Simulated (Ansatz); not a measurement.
# Ta: a strain scan

Aim: for Ta, strain the cell along the Voigt pattern (1, -1, 0, 0, 0, 0).

Computed with Ansatz 0.2.0 (DFT PBEsol, scalar-relativistic, plane waves, PAW, unless a step's input says otherwise).

1 further run of the same task is left out (set aside as unsound or not needed). Runs told in other sessions of the task aren't counted.

## (1) Starting point

It takes space group P6_322 (No. 182, hexagonal). The conventional cell has a = 4.970 Å, b = 4.970 Å, c = 8.368 Å, α = 90.00°, β = 90.00°, γ = 120.00°. Ta (site symmetry 2) is surrounded by 8 Ta at 2.68 to 2.91 Å. Ta (site symmetry 32) has 6 Ta at 2.68 Å in its first shell of neighbours.

Structure file:

```
Ta
1.0
     4.97045    0.00000    0.00000
    -2.48523    4.30454    0.00000
     0.00000    0.00000    8.36837
Ta
8
Cartesian
  -0.8032 1.3911 0.0000
  1.6063 0.0000 0.0000
  1.6821 2.9134 0.0000
  -1.6821 2.9134 4.1842
  3.3641 0.0000 4.1842
  0.8032 1.3911 4.1842
  2.4852 1.4348 6.2763
  0.0000 2.8697 2.0921
```

It goes back to an entry of the Materials Project, which need not be the stable form.

It is the result of an earlier relaxation at this level (volume 22.38 Å³/atom; gap on the mesh: none (metal)).

## (2) The reference cell

Reference values: F = -78440.8074 eV; pressure 0.04 GPa; largest force 0.004 eV/Å; gap on the mesh none (metal). It was computed beforehand with the settings of the runs below.

## (3) The scan: a strain scan

The cell is strained by ε times the Voigt pattern (1, -1, 0, 0, 0, 0) (xx, yy, zz, yz, xz, xy; engineering shear), with fractional coordinates fixed (clamped ions). The stress on the pattern is the sum of the stress components weighted by it, tension positive.

## (4) Point ε = -0.0200

input.yaml

```yaml
crystal:
  lattice:
    - [4.8710449803, 0.0, 0.0]
    - [-2.4355224902, 4.3906302753, 0.0]
    - [0.0, 0.0, 8.3683696052]
  atoms:
    - { symbol: Ta, position: [0.0, 0.3231711699, 0.0] }
    - { symbol: Ta, position: [0.3231711699, 0.0, 0.0] }
    - { symbol: Ta, position: [0.6768288301, 0.6768288301, 0.0] }
    - { symbol: Ta, position: [0.0, 0.6768288301, 0.5] }
    - { symbol: Ta, position: [0.6768288301, 0.0, 0.5] }
    - { symbol: Ta, position: [0.3231711699, 0.3231711699, 0.5] }
    - { symbol: Ta, position: [0.6666666667, 0.3333333333, 0.75] }
    - { symbol: Ta, position: [0.3333333333, 0.6666666667, 0.25] }
basis:
  ecutwfc: 420
kpoints:
  mp_grid: { grid: [12, 12, 6] }
hamiltonian:
  xc: pbesol
scf:
  occupations: { method: gaussian, width: 0.15 }
output:
  forces: true
  stress: true
  eigenvalues: true
```

Launch:

```bash
ansatz run input.yaml --threads 2 --pin off --max-ram 5120MiB --backend cpu --events-out ev --progress --plain --runs-dir out
```

The program printed (excerpt; [...] marks lines left out):

```text
Warning: RAYON_NUM_THREADS=2 ignored (pool sized by the plan → 2); use --threads N
[...]
Pseudopotentials: kind: paw
Pseudopotential: Ta, paw, valence charge 13, recommended cutoff 420 eV (normal), Ta.paw.azcp
Functional definition: PBEsol
[...]
Crystal: 8 atoms, lattice volume = 178.974 Å³
Basis set: ecut = 420 eV, 3509 PW (Γ), exchange–correlation on 72×72×120 points (8 copies of the dense FFT grid, shifted against one another)
Bands: 63, of which v1, the nominal top of the filled ones, is band 52 counted from 1 (51 counted from 0)
Symmetry: 4 space group operations
Space group: C2221 (ITA 20), of the structure as read, at distance tolerance 5.6e-5 Å
k-points: 172 of 864 (time reversal used)
[...]
SCF iter   1: F=—  HF=-78440.814712 eV  |F-HF|=—  |Δ(HF+E_count)|=         —  Δρ=6.28e-3  dr2=1.08e-1  ethr=1.77e-3  ⟨swp⟩=6.5  Hψ=44025  notcnv=0
[...]
SCF iter   7: F=-78440.789568 eV  HF=-78440.789568 eV  |F-HF|=2.76e-10  |Δ(HF+E_count)|=   1.05e-7  Δρ=2.74e-6  dr2=1.80e-8  ethr=9.62e-11  ⟨swp⟩=11.5  Hψ=43076  notcnv=0
[...]
SCF converged after 7 iterations
Free energy (F): -78440.789568 eV
[...]
E sigma→0 (E₀):  -78440.734470 eV
Entropy (-TS):   -0.110196 eV (-13.774 meV/atom)
Fermi energy:    14.385648 eV
[...]
--- Forces (eV/Å), atoms counted from 1 ---
  atom   1  Ta     0.08300767     0.00904159     0.07535252
  atom   2  Ta     0.07284436     0.00000000     0.00000000
  atom   3  Ta     0.08300767    -0.00904159    -0.07535252
  atom   4  Ta    -0.08300767    -0.00904159     0.07535252
  atom   5  Ta    -0.07284436    -0.00000000     0.00000000
  atom   6  Ta    -0.08300767     0.00904159    -0.07535252
  atom   7  Ta    -0.00000000     0.06376815     0.00000000
  atom   8  Ta     0.00000000    -0.06376815     0.00000000
[...]
--- Stress (GPa, compression-positive) ---
        0.815873       0.000000      -0.000000
        0.000000      -0.620395       0.000000
       -0.000000       0.000000       0.068040
  P = ⅓ Tr σ = 0.0878 GPa (0.878 kbar)
--- Band table (eV; the first three rows and the last of 172) ---
[...]
```

Wall time 23 s (2 threads of AMD EPYC 9R45 (Zen 5), shared host); peak memory 1.4 GiB.

## (5) Point ε = 0.0150

Changes to input.yaml since step 4:

```diff
@@ -2,4 +2,4 @@
   lattice:
-    - [4.8710449803, 0.0, 0.0]
-    - [-2.4355224902, 4.3906302753, 0.0]
+    - [5.0450108724, 0.0, 0.0]
+    - [-2.5225054362, 4.2399713933, 0.0]
     - [0.0, 0.0, 8.3683696052]
```

Launch:

```bash
ansatz run input.yaml --threads 2 --pin off --max-ram 5120MiB --backend cpu --events-out ev --progress --plain --runs-dir out
```

The program printed (excerpt; [...] marks lines left out):

```text
[...]
SCF converged after 7 iterations
Free energy (F): -78440.796721 eV
[...]
E sigma→0 (E₀):  -78440.742034 eV
Entropy (-TS):   -0.109375 eV (-13.672 meV/atom)
Fermi energy:    14.384125 eV
[...]
--- Forces (eV/Å), atoms counted from 1 ---
  atom   1  Ta    -0.06471787    -0.00083163    -0.05723584
  atom   2  Ta    -0.05620989     0.00000000     0.00000000
  atom   3  Ta    -0.06471787     0.00083163     0.05723584
  atom   4  Ta     0.06471787     0.00083163    -0.05723584
  atom   5  Ta     0.05620989     0.00000000     0.00000000
  atom   6  Ta     0.06471787    -0.00083163     0.05723584
  atom   7  Ta     0.00000000    -0.05001094     0.00000000
  atom   8  Ta     0.00000000     0.05001094     0.00000000
[...]
--- Stress (GPa, compression-positive) ---
       -0.545614       0.000000       0.000000
        0.000000       0.688167       0.000000
        0.000000       0.000000       0.064718
  P = ⅓ Tr σ = 0.0691 GPa (0.691 kbar)
--- Band table (eV; the first three rows and the last of 172) ---
[...]
```

Run time: 24 s. Hardware: 2 threads of AMD EPYC 9R45 (Zen 5), shared host; peak memory 1.4 GiB.

## (6) ε = -0.0100

Changes to input.yaml since step 5:

```diff
@@ -2,4 +2,4 @@
   lattice:
-    - [5.0450108724, 0.0, 0.0]
-    - [-2.5225054362, 4.2399713933, 0.0]
+    - [4.9207495209, 0.0, 0.0]
+    - [-2.4603747605, 4.3475848804, 0.0]
     - [0.0, 0.0, 8.3683696052]
```

Launch:

```bash
ansatz run input.yaml --threads 2 --pin off --max-ram 5120MiB --backend cpu --events-out ev --progress --plain --runs-dir out
```

The program printed (excerpt; [...] marks lines left out):

```text
Warning: RAYON_NUM_THREADS=2 ignored (pool sized by the plan → 2); use --threads N
[...]
[... 3 set-up lines as earlier in the session ...]
[...]
Crystal: 8 atoms, lattice volume = 179.028 Å³
Basis set: ecut = 420 eV, 3505 PW (Γ), exchange–correlation on 72×72×120 points (8 copies of the dense FFT grid, shifted against one another)
Bands: 63, of which v1, the nominal top of the filled ones, is band 52 counted from 1 (51 counted from 0)
[... 2 set-up lines as earlier in the session ...]
k-points: 172 of 864 (time reversal used)
[...]
SCF iter   1: F=—  HF=-78440.828289 eV  |F-HF|=—  |Δ(HF+E_count)|=         —  Δρ=6.31e-3  dr2=1.12e-1  ethr=1.77e-3  ⟨swp⟩=6.5  Hψ=43941  notcnv=0
[...]
SCF iter   7: F=-78440.802624 eV  HF=-78440.802624 eV  |F-HF|=2.91e-11  |Δ(HF+E_count)|=   1.05e-7  Δρ=2.69e-6  dr2=1.73e-8  ethr=9.62e-11  ⟨swp⟩=11.6  Hψ=43293  notcnv=0
[...]
SCF converged after 7 iterations
Free energy (F): -78440.802624 eV
[...]
E sigma→0 (E₀):  -78440.748212 eV
Entropy (-TS):   -0.108824 eV (-13.603 meV/atom)
Fermi energy:    14.383359 eV
[...]
--- Forces (eV/Å), atoms counted from 1 ---
  atom   1  Ta     0.03988231     0.00521644     0.03695517
  atom   2  Ta     0.04090936     0.00000000    -0.00000000
  atom   3  Ta     0.03988231    -0.00521644    -0.03695517
  atom   4  Ta    -0.03988231    -0.00521644     0.03695517
  atom   5  Ta    -0.04090936    -0.00000000     0.00000000
  atom   6  Ta    -0.03988231     0.00521644    -0.03695517
  atom   7  Ta    -0.00000000     0.03312121     0.00000000
  atom   8  Ta     0.00000000    -0.03312121     0.00000000
[...]
--- Stress (GPa, compression-positive) ---
        0.465901       0.000000      -0.000000
        0.000000      -0.369977       0.000000
       -0.000000      -0.000000       0.062418
  P = ⅓ Tr σ = 0.0528 GPa (0.528 kbar)
--- Band table (eV; the first three rows and the last of 172) ---
[...]
```

Run time: 23 s. Hardware: 2 threads of AMD EPYC 9R45 (Zen 5), shared host; peak memory 1.4 GiB.

## (7) Point ε = 0.0050

Changes to input.yaml since step 6:

```diff
@@ -2,4 +2,4 @@
   lattice:
-    - [4.9207495209, 0.0, 0.0]
-    - [-2.4603747605, 4.3475848804, 0.0]
+    - [4.9953063318, 0.0, 0.0]
+    - [-2.4976531659, 4.2830167882, 0.0]
     - [0.0, 0.0, 8.3683696052]
```

Launch:

```bash
ansatz run input.yaml --threads 2 --pin off --max-ram 5120MiB --backend cpu --events-out ev --progress --plain --runs-dir out
```

The program printed (excerpt; [...] marks lines left out):

```text
Warning: RAYON_NUM_THREADS=2 ignored (pool sized by the plan → 2); use --threads N
[...]
[... 3 set-up lines as earlier in the session ...]
[...]
Crystal: 8 atoms, lattice volume = 179.041 Å³
Basis set: ecut = 420 eV, 3493 PW (Γ), exchange–correlation on 72×72×120 points (8 copies of the dense FFT grid, shifted against one another)
Bands: 63, of which v1, the nominal top of the filled ones, is band 52 counted from 1 (51 counted from 0)
[... 2 set-up lines as earlier in the session ...]
k-points: 172 of 864 (time reversal used)
[...]
SCF iter   1: F=—  HF=-78440.832055 eV  |F-HF|=—  |Δ(HF+E_count)|=         —  Δρ=6.32e-3  dr2=1.13e-1  ethr=1.77e-3  ⟨swp⟩=6.5  Hψ=43971  notcnv=0
[...]
SCF iter   7: F=-78440.806186 eV  HF=-78440.806186 eV  |F-HF|=1.60e-10  |Δ(HF+E_count)|=   1.05e-7  Δρ=2.67e-6  dr2=1.70e-8  ethr=9.62e-11  ⟨swp⟩=11.6  Hψ=43416  notcnv=0
[...]
SCF converged after 7 iterations
Free energy (F): -78440.806186 eV
[...]
E sigma→0 (E₀):  -78440.752004 eV
Entropy (-TS):   -0.108363 eV (-13.545 meV/atom)
Fermi energy:    14.382775 eV
[...]
--- Forces (eV/Å), atoms counted from 1 ---
  atom   1  Ta    -0.02288025     0.00239391    -0.01869896
  atom   2  Ta    -0.01553441     0.00000000     0.00000000
  atom   3  Ta    -0.02288025    -0.00239391     0.01869896
  atom   4  Ta     0.02288025    -0.00239391    -0.01869896
  atom   5  Ta     0.01553441     0.00000000     0.00000000
  atom   6  Ta     0.02288025     0.00239391     0.01869896
  atom   7  Ta     0.00000000    -0.01689390     0.00000000
  atom   8  Ta     0.00000000     0.01689390     0.00000000
[...]
--- Stress (GPa, compression-positive) ---
       -0.183948       0.000000       0.000000
        0.000000       0.251551       0.000000
        0.000000       0.000000       0.060839
  P = ⅓ Tr σ = 0.0428 GPa (0.428 kbar)
--- Band table (eV; the first three rows and the last of 172) ---
[...]
```

Wall time 24 s (2 threads of AMD EPYC 9R45 (Zen 5), shared host); peak memory 1.4 GiB.

## (8) ε = 0.0200

Changes to input.yaml since step 7:

```diff
@@ -2,4 +2,4 @@
   lattice:
-    - [4.9953063318, 0.0, 0.0]
-    - [-2.4976531659, 4.2830167882, 0.0]
+    - [5.0698631427, 0.0, 0.0]
+    - [-2.5349315714, 4.2184486959, 0.0]
     - [0.0, 0.0, 8.3683696052]
```

Launch:

```bash
ansatz run input.yaml --threads 2 --pin off --max-ram 5120MiB --backend cpu --events-out ev --progress --plain --runs-dir out
```

The program printed (excerpt; [...] marks lines left out):

```text
[...]
SCF converged after 7 iterations
Free energy (F): -78440.788858 eV
[...]
E sigma→0 (E₀):  -78440.733775 eV
Entropy (-TS):   -0.110166 eV (-13.771 meV/atom)
Fermi energy:    14.385544 eV
[...]
--- Forces (eV/Å), atoms counted from 1 ---
  atom   1  Ta    -0.08618070    -0.00314429    -0.07724682
  atom   2  Ta    -0.07626462    -0.00000000     0.00000000
  atom   3  Ta    -0.08618070     0.00314429     0.07724682
  atom   4  Ta     0.08618070     0.00314429    -0.07724682
  atom   5  Ta     0.07626462     0.00000000     0.00000000
  atom   6  Ta     0.08618070    -0.00314429     0.07724682
  atom   7  Ta     0.00000000    -0.06580694     0.00000000
  atom   8  Ta    -0.00000000     0.06580694    -0.00000000
[...]
--- Stress (GPa, compression-positive) ---
       -0.678626      -0.000000      -0.000000
       -0.000000       0.887901       0.000000
       -0.000000       0.000000       0.071702
  P = ⅓ Tr σ = 0.0937 GPa (0.937 kbar)
--- Band table (eV; the first three rows and the last of 172) ---
[...]
```

It took 24 s on 2 threads of AMD EPYC 9R45 (Zen 5), shared host; peak memory 1.4 GiB.

## (9) Point ε = -0.0150

Changes to input.yaml since step 8:

```diff
@@ -2,4 +2,4 @@
   lattice:
-    - [5.0698631427, 0.0, 0.0]
-    - [-2.5349315714, 4.2184486959, 0.0]
+    - [4.8958972506, 0.0, 0.0]
+    - [-2.4479486253, 4.3691075779, 0.0]
     - [0.0, 0.0, 8.3683696052]
```

Launch:

```bash
ansatz run input.yaml --threads 2 --pin off --max-ram 5120MiB --backend cpu --events-out ev --progress --plain --runs-dir out
```

The program printed (excerpt; [...] marks lines left out):

```text
Warning: RAYON_NUM_THREADS=2 ignored (pool sized by the plan → 2); use --threads N
[...]
[... 3 set-up lines as earlier in the session ...]
[...]
Crystal: 8 atoms, lattice volume = 179.005 Å³
Basis set: ecut = 420 eV, 3517 PW (Γ), exchange–correlation on 72×72×120 points (8 copies of the dense FFT grid, shifted against one another)
Bands: 63, of which v1, the nominal top of the filled ones, is band 52 counted from 1 (51 counted from 0)
[... 2 set-up lines as earlier in the session ...]
k-points: 172 of 864 (time reversal used)
[...]
SCF iter   1: F=—  HF=-78440.822433 eV  |F-HF|=—  |Δ(HF+E_count)|=         —  Δρ=6.30e-3  dr2=1.10e-1  ethr=1.77e-3  ⟨swp⟩=6.5  Hψ=44047  notcnv=0
[...]
SCF iter   7: F=-78440.796948 eV  HF=-78440.796948 eV  |F-HF|=1.60e-10  |Δ(HF+E_count)|=   1.05e-7  Δρ=2.70e-6  dr2=1.76e-8  ethr=9.62e-11  ⟨swp⟩=11.6  Hψ=43218  notcnv=0
[...]
SCF converged after 7 iterations
Free energy (F): -78440.796948 eV
[...]
E sigma→0 (E₀):  -78440.742220 eV
Entropy (-TS):   -0.109456 eV (-13.682 meV/atom)
Fermi energy:    14.384326 eV
[...]
--- Forces (eV/Å), atoms counted from 1 ---
  atom   1  Ta     0.06116924     0.00662218     0.05580700
  atom   2  Ta     0.05772807     0.00000000     0.00000000
  atom   3  Ta     0.06116924    -0.00662218    -0.05580700
  atom   4  Ta    -0.06116924    -0.00662218     0.05580700
  atom   5  Ta    -0.05772807     0.00000000     0.00000000
  atom   6  Ta    -0.06116924     0.00662218    -0.05580700
  atom   7  Ta     0.00000000     0.04884946     0.00000000
  atom   8  Ta     0.00000000    -0.04884946     0.00000000
[...]
--- Stress (GPa, compression-positive) ---
        0.660270       0.000000       0.000000
        0.000000      -0.520091       0.000000
        0.000000       0.000000       0.064938
  P = ⅓ Tr σ = 0.0684 GPa (0.684 kbar)
--- Band table (eV; the first three rows and the last of 172) ---
[...]
```

Wall time 24 s (2 threads of AMD EPYC 9R45 (Zen 5), shared host); peak memory 1.4 GiB.

## (10) Point ε = 0.0100

Changes to input.yaml since step 9:

```diff
@@ -2,4 +2,4 @@
   lattice:
-    - [4.8958972506, 0.0, 0.0]
-    - [-2.4479486253, 4.3691075779, 0.0]
+    - [5.0201586021, 0.0, 0.0]
+    - [-2.5100793011, 4.2614940907, 0.0]
     - [0.0, 0.0, 8.3683696052]
```

Launch:

```bash
ansatz run input.yaml --threads 2 --pin off --max-ram 5120MiB --backend cpu --events-out ev --progress --plain --runs-dir out
```

The program printed (excerpt; [...] marks lines left out):

```text
[...]
SCF converged after 7 iterations
Free energy (F): -78440.802575 eV
[...]
E sigma→0 (E₀):  -78440.748166 eV
Entropy (-TS):   -0.108819 eV (-13.602 meV/atom)
Fermi energy:    14.383240 eV
[...]
--- Forces (eV/Å), atoms counted from 1 ---
  atom   1  Ta    -0.04372609     0.00091376    -0.03775970
  atom   2  Ta    -0.03573477    -0.00000000     0.00000000
  atom   3  Ta    -0.04372609    -0.00091376     0.03775970
  atom   4  Ta     0.04372609    -0.00091376    -0.03775970
  atom   5  Ta     0.03573477     0.00000000     0.00000000
  atom   6  Ta     0.04372609     0.00091376     0.03775970
  atom   7  Ta     0.00000000    -0.03363684     0.00000000
  atom   8  Ta    -0.00000000     0.03363684    -0.00000000
[...]
--- Stress (GPa, compression-positive) ---
       -0.377607      -0.000000       0.000000
       -0.000000       0.473098       0.000000
        0.000000       0.000000       0.061623
  P = ⅓ Tr σ = 0.0524 GPa (0.524 kbar)
--- Band table (eV; the first three rows and the last of 172) ---
[...]
```

Run time: 24 s. Hardware: 2 threads of AMD EPYC 9R45 (Zen 5), shared host; peak memory 1.4 GiB.

## (11) ε = -0.0050

Changes to input.yaml since step 10:

```diff
@@ -2,4 +2,4 @@
   lattice:
-    - [5.0201586021, 0.0, 0.0]
-    - [-2.5100793011, 4.2614940907, 0.0]
+    - [4.9456017912, 0.0, 0.0]
+    - [-2.4728008956, 4.326062183, 0.0]
     - [0.0, 0.0, 8.3683696052]
```

Launch:

```bash
ansatz run input.yaml --threads 2 --pin off --max-ram 5120MiB --backend cpu --events-out ev --progress --plain --runs-dir out
```

The program printed (excerpt; [...] marks lines left out):

```text
Warning: RAYON_NUM_THREADS=2 ignored (pool sized by the plan → 2); use --threads N
[...]
[... 3 set-up lines as earlier in the session ...]
[...]
Crystal: 8 atoms, lattice volume = 179.041 Å³
Basis set: ecut = 420 eV, 3497 PW (Γ), exchange–correlation on 72×72×120 points (8 copies of the dense FFT grid, shifted against one another)
Bands: 63, of which v1, the nominal top of the filled ones, is band 52 counted from 1 (51 counted from 0)
[... 2 set-up lines as earlier in the session ...]
k-points: 172 of 864 (time reversal used)
[...]
SCF iter   1: F=—  HF=-78440.832049 eV  |F-HF|=—  |Δ(HF+E_count)|=         —  Δρ=6.32e-3  dr2=1.13e-1  ethr=1.77e-3  ⟨swp⟩=6.5  Hψ=43974  notcnv=0
[...]
SCF iter   7: F=-78440.806196 eV  HF=-78440.806196 eV  |F-HF|=1.60e-10  |Δ(HF+E_count)|=   1.05e-7  Δρ=2.67e-6  dr2=1.70e-8  ethr=9.62e-11  ⟨swp⟩=11.7  Hψ=43421  notcnv=0
[...]
SCF converged after 7 iterations
Free energy (F): -78440.806196 eV
[...]
E sigma→0 (E₀):  -78440.752016 eV
Entropy (-TS):   -0.108359 eV (-13.545 meV/atom)
Fermi energy:    14.382796 eV
[...]
--- Forces (eV/Å), atoms counted from 1 ---
  atom   1  Ta     0.01886880     0.00434455     0.01846273
  atom   2  Ta     0.02291963     0.00000000     0.00000000
  atom   3  Ta     0.01886880    -0.00434455    -0.01846273
  atom   4  Ta    -0.01886880    -0.00434455     0.01846273
  atom   5  Ta    -0.02291963     0.00000000     0.00000000
  atom   6  Ta    -0.01886880     0.00434455    -0.01846273
  atom   7  Ta     0.00000000     0.01676360     0.00000000
  atom   8  Ta     0.00000000    -0.01676360     0.00000000
[...]
--- Stress (GPa, compression-positive) ---
        0.250453       0.000000       0.000000
        0.000000      -0.182657       0.000000
        0.000000       0.000000       0.061035
  P = ⅓ Tr σ = 0.0429 GPa (0.429 kbar)
--- Band table (eV; the first three rows and the last of 172) ---
[...]
```

It took 23 s on 2 threads of AMD EPYC 9R45 (Zen 5), shared host; peak memory 1.4 GiB.

## (12) All points together

The scan, with free energies counted from the undisturbed cell:

| ε | ΔE (meV/atom) | stress on the pattern (GPa) | pressure (GPa) |
| --- | --- | --- | --- |
| -0.0200 | 2.2 | -1.44 | 0.1 |
| -0.0150 | 1.3 | -1.18 | 0.1 |
| -0.0100 | 0.6 | -0.84 | 0.1 |
| -0.0050 | 0.2 | -0.43 | 0.0 |
| 0.0000 | 0.0 | 0.00 | 0.0 |
| 0.0050 | 0.2 | 0.44 | 0.0 |
| 0.0100 | 0.6 | 0.85 | 0.1 |
| 0.0150 | 1.3 | 1.23 | 0.1 |
| 0.0200 | 2.3 | 1.57 | 0.1 |

## (13) Results

```
                                  quantity   value
slope of the stress at ε = 0, over ±0.0050  87 GPa
```

In words: From the stress slope, C11 + C22 − 2 C12 is about 87 GPa with the ions clamped; letting the atoms relax could not make it stiffer. No sampled point lies below the undisturbed cell. Spin-orbit coupling is left out for Ta.
